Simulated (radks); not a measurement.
# Valence configurations of Pb⁺

Aim: which of several valence configurations of Pb⁺ lies lowest at this level, and whether it is the one NIST lists ([Hg] 6p1).

Method: scalar-relativistic Kohn-Sham, PBE, spin-unpolarised, spherical densities, point nucleus. Code: radks (a radial shooting solver on a logarithmic mesh, Libxc functionals) version 1.

## 1. Starting point

| Property | Result |
| --- | --- |
| element | lead (Z = 82) |
| charge | +1 |
| electrons | 81 |
| configuration | [Hg] 6p1 |
| others tried | [Xe] 4f14 5d10 6p3; [Xe] 4f14 5d9.5 6s2 6p1.5; [Xe] 4f13.5 5d10 6s2 6p1.5; [Xe] 4f12 5d10 6s2 6p3; [Xe] 4f12.5 5d10 6s1.5 6p3; [Xe] 4f13 5d10 6s2 6p2; [Xe] 4f14 5d9 6s2 6p2; [Xe] 4f12.5 5d10 6s2 6p2.5; [Xe] 4f13.5 5d9 6s1.5 6p3 |

Outer shells as boxes (Hund's rule):

Pb⁺
```
[Hg] core
6p [↑ ][  ][  ]
```

## 2. [Hg] 6p1

The run's settings:

```text
Z 82
configuration [Hg] 6p1
relativity scalar-relativistic
functional pbe,pbe
spin unpolarised
nucleus point
c 137.035999084
```

## 3. [Xe] 4f14 5d10 6p3

The run's settings:

```text
Z 82
configuration [Xe] 4f14 5d10 6p3
relativity scalar-relativistic
functional pbe,pbe
spin unpolarised
nucleus point
c 137.035999084
```

## 4. [Xe] 4f14 5d9.5 6s2 6p1.5

The run's settings:

```text
Z 82
configuration [Xe] 4f14 5d9.5 6s2 6p1.5
relativity scalar-relativistic
functional pbe,pbe
spin unpolarised
nucleus point
c 137.035999084
```

## 5. [Xe] 4f13.5 5d10 6s2 6p1.5

The run's settings:

```text
Z 82
configuration [Xe] 4f13.5 5d10 6s2 6p1.5
relativity scalar-relativistic
functional pbe,pbe
spin unpolarised
nucleus point
c 137.035999084
```

## 6. [Xe] 4f12 5d10 6s2 6p3

The run's settings:

```text
Z 82
configuration [Xe] 4f12 5d10 6s2 6p3
relativity scalar-relativistic
functional pbe,pbe
spin unpolarised
nucleus point
c 137.035999084
```

## 7. [Xe] 4f12.5 5d10 6s1.5 6p3

The run's settings:

```text
Z 82
configuration [Xe] 4f12.5 5d10 6s1.5 6p3
relativity scalar-relativistic
functional pbe,pbe
spin unpolarised
nucleus point
c 137.035999084
```

## 8. [Xe] 4f13 5d10 6s2 6p2

The run's settings:

```text
Z 82
configuration [Xe] 4f13 5d10 6s2 6p2
relativity scalar-relativistic
functional pbe,pbe
spin unpolarised
nucleus point
c 137.035999084
```

## 9. [Xe] 4f14 5d9 6s2 6p2

The run's settings:

```text
Z 82
configuration [Xe] 4f14 5d9 6s2 6p2
relativity scalar-relativistic
functional pbe,pbe
spin unpolarised
nucleus point
c 137.035999084
```

## 10. [Xe] 4f12.5 5d10 6s2 6p2.5

The run's settings:

```text
Z 82
configuration [Xe] 4f12.5 5d10 6s2 6p2.5
relativity scalar-relativistic
functional pbe,pbe
spin unpolarised
nucleus point
c 137.035999084
```

## 11. [Xe] 4f13.5 5d9 6s1.5 6p3

The run's settings:

```text
Z 82
configuration [Xe] 4f13.5 5d9 6s1.5 6p3
relativity scalar-relativistic
functional pbe,pbe
spin unpolarised
nucleus point
c 137.035999084
```

**Question.** What will these runs give? Wanted: for each run, valence; E − E(NIST configuration); highest level; its energy; 1s shift.

As calculated:

| valence | E − E(NIST configuration) (eV) | highest level | its energy (eV) | 1s shift (eV) |
| --- | --- | --- | --- | --- |
| [Hg] 6p1 | 0.000 | 6p | -9.857 | +0.00 |
| [Xe] 4f14 5d9.5 6s2 6p1.5 | 9.895 | 6p | -10.598 | -3.13 |
| [Xe] 4f14 5d10 6p3 | 19.351 | 6p | -11.479 | -3.68 |
| [Xe] 4f14 5d9 6s2 6p2 | 20.587 | 6p | -11.311 | -6.28 |
| [Xe] 4f13.5 5d10 6s2 6p1.5 | 67.621 | 6p | -10.634 | -10.24 |
| [Xe] 4f13.5 5d9 6s1.5 6p3 | 96.047 | 6p | -12.417 | -17.51 |
| [Xe] 4f13 5d10 6s2 6p2 | 139.77 | 6p | -11.393 | -20.68 |
| [Xe] 4f12.5 5d10 6s2 6p2.5 | 216.54 | 6p | -12.134 | -31.32 |
| [Xe] 4f12.5 5d10 6s1.5 6p3 | 222.03 | 6p | -12.511 | -32.21 |
| [Xe] 4f12 5d10 6s2 6p3 | 298.01 | 6p | -12.861 | -42.16 |

In words: Theory agrees with NIST among these: the next, [Xe] 4f14 5d9.5 6s2 6p1.5, lies 9.895 eV higher. The energies are those of spherical spin-averaged densities, not of single terms. The 1s eigenvalue shifts by up to 42.16 eV as the valence charge is rearranged.
